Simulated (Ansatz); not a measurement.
# doublet CH5AlFN+: levels of theory compared

We compute a comparison of 5 runs (U-wB97M-V/def2-SVP, U-wB97X/def2-SVP, UCAM-B3LYP/def2-SVP, UPBE0/def2-SVP, USVWN5/def2-SVP) of doublet CH5AlFN+. 

Program for the calculation: Ansatz 0.2.0.

122 further runs of the same task are left out: 122 set aside as unsound or not needed. Runs told in other sessions of the task aren't counted.

### 1 Starting point

CH5AlFN+: 9 atoms, total charge +1, spin state doublet. As SMILES of the parent species, `C[NH][AlH][F]`. The shape is that of a PBE0-D4/def2-TZVP optimisation. This is one conformer, not always the lowest. That shape belongs to the parent species and isn't relaxed for this state.

Bond lengths: C1–N2 1.448 Å, N2–Al3 1.758 Å, Al3–F4 1.652 Å, C1–H5 1.096 Å, C1–H6 1.093 Å, C1–H7 1.096 Å, N2–H8 1.009 Å, Al3–H9 1.571 Å. Some angles: C1–N2–Al3 127.2°, N2–Al3–F4 117.9°, C1–N2–H8 112.3°, Al3–N2–H8 120.5°, N2–C1–H5 112.3°, N2–C1–H6 110.0°, N2–C1–H7 112.3°, N2–Al3–H9 122.1°, F4–Al3–H9 120.1°, H5–C1–H6 107.1°.

### 2 The energy at U-wB97M-V/def2-SVP (run 1)

The input, in.yaml:

```yaml
crystal:
  periodic: [false, false, false]
  atoms:
    - {symbol: C, position_ang: [-0.498500, 0.834500, -0.836100]}
    - {symbol: "N", position_ang: [-0.009500, -0.442400, -0.359300]}
    - {symbol: Al, position_ang: [0.650300, -0.801700, 1.230200]}
    - {symbol: F, position_ang: [1.143100, -2.349500, 1.529300]}
    - {symbol: H, position_ang: [-1.557500, 0.796500, -1.116400]}
    - {symbol: H, position_ang: [-0.401400, 1.589000, -0.050800]}
    - {symbol: H, position_ang: [0.064700, 1.198400, -1.703100]}
    - {symbol: H, position_ang: [-0.081000, -1.165900, -1.058800]}
    - {symbol: H, position_ang: [0.778300, 0.294800, 2.347800]}
basis:
  gaussian:
    orbitals: def2-SVP
total_charge: 1
magnetization:
  spin_polarized: true
  initial_magnetization: 1
hamiltonian:
  xc: {name: wB97M-V}
accuracy: high
output:
  orbitals: {seedname: orbitals}
```

Run with:

```
ansatz run in.yaml --threads 1 --pin off --max-ram 2610MiB --events-out events.jsonl --progress --plain --runs-dir runs
```

Standard output:

```text
Warning: RAYON_NUM_THREADS=1 ignored (pool sized by the plan → 1); use --threads N
Functional definition: wB97M-V
  name "wB97M-V"
  parameter omega = 0.3/bohr
  parameter cx = 0.15
  parameter cx01 = 1.007
  parameter cx10 = 0.259
  parameter css00 = 0.443
  parameter css04 = -1.437
  parameter css10 = -4.535
  parameter css20 = -3.390
  parameter css43 = 4.278
  parameter cos00 = 1.000
  parameter cos10 = 1.358
  parameter cos20 = 2.924
  parameter cos21 = -8.812
  parameter cos60 = -1.390
  parameter cos61 = 9.142
  parameter b = 6.0
  parameter c = 0.01
  gx(w, u) = 1 - cx + cx01*u + cx10*w
  gss(w, u) = css00 + css04*u^4 + css10*w + css20*w^2 + css43*w^4*u^3
  gos(w, u) = cos00 + cos10*w + (cos20 + cos21*u)*w^2 + (cos60 + cos61*u)*w^6
  exchange = spin_sum(e_x_unif_sr(omega)*gx(b97_w, b97_u_x)) + cx*exact_x_sr(omega) + exact_x_lr(omega)
  correlation = spin_sum(e_c_pw_mod_same_spin*gss(b97_w, b97_u_same))
      + integral(e_c_pw_mod_opposite_spin*gos(b97_w_opposite, b97_u_opposite)) + vv10(b, c)
1943 factors; integrals over basis functions are off by at most 8.1e-9 eV
368 factors; integrals over basis functions are off by at most 2.3e-9 eV
mean field evaluation 1: about -11889.5898 eV, gradient 5.9e1 eV
mean field evaluation 2: about -11877.9489 eV, gradient 8.2e1 eV
mean field evaluation 4: about -11906.6523 eV, gradient 5.7e0 eV
mean field evaluation 8: about -11906.8979 eV, gradient 2.9e-1 eV
mean field evaluation 16: about -11906.8995 eV, gradient 2.5e-3 eV
mean field evaluation 32: about -11906.8995 eV, gradient 4.0e-7 eV
mean field -11906.89949168 eV, -437.5704855329 hartree, gradient 5.1e-8 eV, S^2 0.753441; 0 other end points of the search recorded, 0 dependent functions left out
reference -11906.89949663 eV, -437.5704857149 hartree; 20, 19 occupied and 65, 66 virtual orbitals, 1943 factors
Total energy: -11906.89949663 eV, -437.5704857149 hartree
```

It took 2.1 min on 1 thread of Arm Neoverse V2, shared host; peak memory 1 GiB.

### 3 The energy at U-wB97X/def2-SVP (run 2)

The input, molecule.yaml:

```yaml
crystal:
  periodic: [false, false, false]
  atoms:
    - {symbol: C, position_ang: [-0.498500, 0.834500, -0.836100]}
    - {symbol: N, position_ang: [-0.009500, -0.442400, -0.359300]}
    - {symbol: Al, position_ang: [0.650300, -0.801700, 1.230200]}
    - {symbol: F, position_ang: [1.143100, -2.349500, 1.529300]}
    - {symbol: H, position_ang: [-1.557500, 0.796500, -1.116400]}
    - {symbol: H, position_ang: [-0.401400, 1.589000, -0.050800]}
    - {symbol: H, position_ang: [0.064700, 1.198400, -1.703100]}
    - {symbol: H, position_ang: [-0.081000, -1.165900, -1.058800]}
    - {symbol: H, position_ang: [0.778300, 0.294800, 2.347800]}
basis:
  gaussian: {orbitals: def2-SVP}
total_charge: 1
magnetization: {spin_polarized: true, initial_magnetization: 1}
hamiltonian: {xc: {name: wB97X}}
accuracy: high
output: {orbitals: {seedname: orbitals}}
```

Run with:

```
ansatz run molecule.yaml --threads 1 --pin off --max-ram 2610MiB --events-out events.jsonl --progress --plain --runs-dir runs
```

Standard output, cut to the lines that bear on the results:

```text
Warning: RAYON_NUM_THREADS=1 ignored (pool sized by the plan → 1); use --threads N
Functional definition: wB97X
  name "wB97X"
[...]
      + exact_x_lr(omega)
[...]
      + integral(e_c_pw_opposite_spin*poly(b97_u_opposite, 1, cos1, cos2, cos3, cos4))
1943 factors; integrals over basis functions are off by at most 8.1e-9 eV
368 factors; integrals over basis functions are off by at most 2.3e-9 eV
[...]
mean field -11908.05009657 eV, -437.6127694829 hartree, gradient 4.6e-8 eV, S^2 0.754311; 0 other end points of the search recorded, 0 dependent functions left out
reference -11908.05009316 eV, -437.6127693573 hartree; 20, 19 occupied and 65, 66 virtual orbitals, 1943 factors
Total energy: -11908.05009316 eV, -437.6127693573 hartree
```

Run time: 54 s. Hardware: 1 thread of Arm Neoverse V2, shared host; peak memory 0.84 GiB.

Runs 3 to 4 aren't shown in full; the table further down has their settings and results.

### 4 A single-point energy at USVWN5/def2-SVP (run 5)

Edit molecule.yaml of step 3 so:

```diff
@@ -1 +1,3 @@
+basis:
+  gaussian: {orbitals: def2-SVP}
 crystal:
@@ -4,3 +6,3 @@
     - {symbol: C, position_ang: [-0.498500, 0.834500, -0.836100]}
-    - {symbol: N, position_ang: [-0.009500, -0.442400, -0.359300]}
+    - {symbol: "N", position_ang: [-0.009500, -0.442400, -0.359300]}
     - {symbol: Al, position_ang: [0.650300, -0.801700, 1.230200]}
@@ -12,7 +14,5 @@
     - {symbol: H, position_ang: [0.778300, 0.294800, 2.347800]}
-basis:
-  gaussian: {orbitals: def2-SVP}
 total_charge: 1
 magnetization: {spin_polarized: true, initial_magnetization: 1}
-hamiltonian: {xc: {name: wB97X}}
+hamiltonian: {xc: {name: SVWN5}}
 accuracy: high
```

Run with:

```
ansatz run molecule.yaml --threads 1 --pin off --max-ram 2610MiB --events-out events.jsonl --progress --plain --runs-dir runs
```

Standard output:

```text
Warning: RAYON_NUM_THREADS=1 ignored (pool sized by the plan → 1); use --threads N
Functional definition: SVWN5
  name "SVWN5"
  exchange = slater_x
  correlation = vwn5_c
1943 factors; integrals over basis functions are off by at most 8.1e-9 eV
mean field evaluation 1: about -11811.1014 eV, gradient 7.9e1 eV
mean field evaluation 2: about -11640.7814 eV, gradient 1.9e2 eV
mean field evaluation 4: about -11822.3831 eV, gradient 6.0e1 eV
mean field evaluation 8: about -11840.5471 eV, gradient 3.0e0 eV
mean field evaluation 16: about -11840.6066 eV, gradient 1.2e-2 eV
mean field evaluation 32: about -11840.6066 eV, gradient 3.0e-8 eV
mean field -11840.60662501 eV, -435.1342676175 hartree, gradient 3.0e-8 eV, S^2 0.751888; 5 other end points of the search recorded, 0 dependent functions left out
reference -11840.60662885 eV, -435.1342677588 hartree; 20, 19 occupied and 65, 66 virtual orbitals, 1943 factors
Total energy: -11840.60662885 eV, -435.1342677588 hartree
```

It took 8.1 s on 1 thread of Arm Neoverse V2, shared host; peak memory 0.25 GiB.

### 5 The series

| run | level | energy (Eh) | HOMO energy (eV) | LUMO energy (eV) | ⟨S²⟩ | wall time |
| --- | --- | --- | --- | --- | --- | --- |
| 1 | U-wB97M-V/def2-SVP | -437.570486 | -16.83 | -9.40 | 0.753 | 2.1 min |
| 2 | U-wB97X/def2-SVP | -437.612769 | -17.07 | -9.30 | 0.754 | 54 s |
| 3 | UCAM-B3LYP/def2-SVP | -437.596534 | -16.01 | -10.38 | 0.754 | 15 s |
| 4 | UPBE0/def2-SVP | -437.341801 | -14.57 | -11.56 | 0.754 | 14 s |
| 5 | USVWN5/def2-SVP | -435.134268 | -13.14 | -13.10 | 0.752 | 8.1 s |

### 6 Results

```
                                 quantity          value
                      run 5: total energy  -435.13427 Eh
run 5: HOMO energy (highest over α and β)      -13.14 eV
 run 5: LUMO energy (lowest over α and β)      -13.10 eV
                              run 5: ⟨S²⟩          0.752
```

**Reading.** Totals of different functionals can't be ranked against each other. All runs together took 3.7 min, the longest 2.1 min.
